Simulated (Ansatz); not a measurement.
# CH₃BO₂Zn: a ladder of functionals and wavefunction methods

One table from this session's results is given with a row withheld; the runs are named, their logs left out.

Method: functionals in def2-TZVPP, the program's frozen cores in correlated methods; program: Ansatz 0.2.0, Gaussian basis.

Plan: LDA (SPW92), PBE-D4, revPBE-D4, BLYP-D4, r2SCAN-D4, B97M-V, PBE0-D4, B3LYP-D4, r2SCANh-D4, r2SCAN0-D4, HSE06-D4, BHLYP-D4, CAM-B3LYP-D4, LC-ωPBE, ωB97X-V, ωB97M-V, B2PLYP, PBE-QIDH; CCSD(T)/def2-SVP; CCSD(T)/def2-TZVPP; MP2/def2-QZVPP; extrapolation to the limit; RPA on PBE.

### The relaxed structure

The geometry comes from an earlier relaxation with PBE0-D4 in a triple-zeta def2 set; it is a stationary point, not always the lowest conformer.

8 atoms, charge 0, spin multiplicity 1.

Atoms are counted from 1 here; the program's logs count them from 0.

Bond lengths: O1–B2 1.346 Å, O1–H6 0.958 Å, B2–O3 1.362 Å, B2–Zn5 2.125 Å, O3–C4 1.442 Å, C4–Zn5 2.058 Å, C4–H7 1.089 Å, C4–H8 1.089 Å. Angles: B2–O1–H6 112.2°, O1–B2–O3 121.7°, O1–B2–Zn5 155.3°, O3–B2–Zn5 83.0°, B2–O3–C4 121.6°, O3–C4–Zn5 83.8°, O3–C4–H7 108.8°, O3–C4–H8 108.8°, Zn5–C4–H7 119.8°, Zn5–C4–H8 119.9°, H7–C4–H8 111.0°, B2–Zn5–C4 71.6°.

The first run:

in.yaml

```yaml
crystal:
  periodic: [false, false, false]
  atoms:
    - {symbol: O, position_ang: [-0.192699, 1.527594, 1.633047]}
    - {symbol: B, position_ang: [-0.126461, 0.839449, 0.478505]}
    - {symbol: O, position_ang: [0.112425, -0.501343, 0.458074]}
    - {symbol: C, position_ang: [0.182929, -1.236990, -0.780367]}
    - {symbol: Zn, position_ang: [-0.187454, 0.599165, -1.631943]}
    - {symbol: H, position_ang: [-0.366812, 2.458990, 1.490259]}
    - {symbol: H, position_ang: [-0.593619, -2.000977, -0.780478]}
    - {symbol: H, position_ang: [1.171701, -1.685887, -0.867096]}
basis:
  gaussian: {orbitals: def2-TZVPP}
hamiltonian: {xc: lda}
output: {orbitals: {seedname: orbitals}}
```

On the command line:

```
$ ansatz run in.yaml --threads 4 --pin off --events-out ev --progress --plain --max-ram 10444MiB
```

Among the steps run: LDA; PBE-D4 (GGA); revPBE-D4 (GGA); BLYP-D4 (GGA); r2SCAN-D4 (meta-GGA); B97M-V (meta-GGA); PBE0-D4 (hybrid); B3LYP-D4 (hybrid); r2SCANh-D4 (hybrid); r2SCAN0-D4 (hybrid); HSE06-D4 (hybrid); BHLYP-D4 (hybrid); CAM-B3LYP-D4 (range-separated); LC-ωPBE (range-separated); ωB97X-V (range-separated); ωB97M-V (range-separated); B2PLYP (double hybrid); PBE-QIDH (double hybrid).

One of the session's tables, all rows but one given; the rest of the session is left out.

It belongs to the step «Orbital energies across the functionals». 

| functional | HOMO (eV) | LUMO (eV) | gap (eV) |
| --- | --- | --- | --- |
| LDA (SPW92) | -5.11 | -2.75 | 2.36 |
| PBE-D4 | -4.93 | -2.55 | 2.38 |
| revPBE-D4 | -4.86 | -2.46 | 2.40 |
| BLYP-D4 | -4.82 | -2.51 | 2.31 |
| r2SCAN-D4 | -5.13 | -2.42 | 2.72 |
| B97M-V | -5.14 | -2.58 | 2.56 |
| PBE0-D4 | -5.98 | -1.89 | 4.09 |
| B3LYP-D4 | -5.82 | -2.15 | 3.67 |
| r2SCANh-D4 | -5.53 | -2.17 | 3.36 |
| r2SCAN0-D4 | -6.12 | -1.80 | 4.32 |
| HSE06-D4 | -5.58 | -2.25 | 3.34 |
| BHLYP-D4 | -6.94 | -1.29 | 5.64 |
| CAM-B3LYP-D4 | -7.29 | -1.11 | 6.18 |
| LC-ωPBE | -8.53 | -0.08 | 8.44 |
| ωB97X-V | ? | ? | ? |
| ωB97M-V | -8.09 | -0.29 | 7.80 |

Q: Estimate the row for ωB97X-V from the others.

**Answer.** HOMO (eV): -8.21; LUMO (eV): -0.15; gap (eV): 8.06. In the column «HOMO (eV)» it lies between LC-ωPBE (-8.53) and ωB97M-V (-8.09).
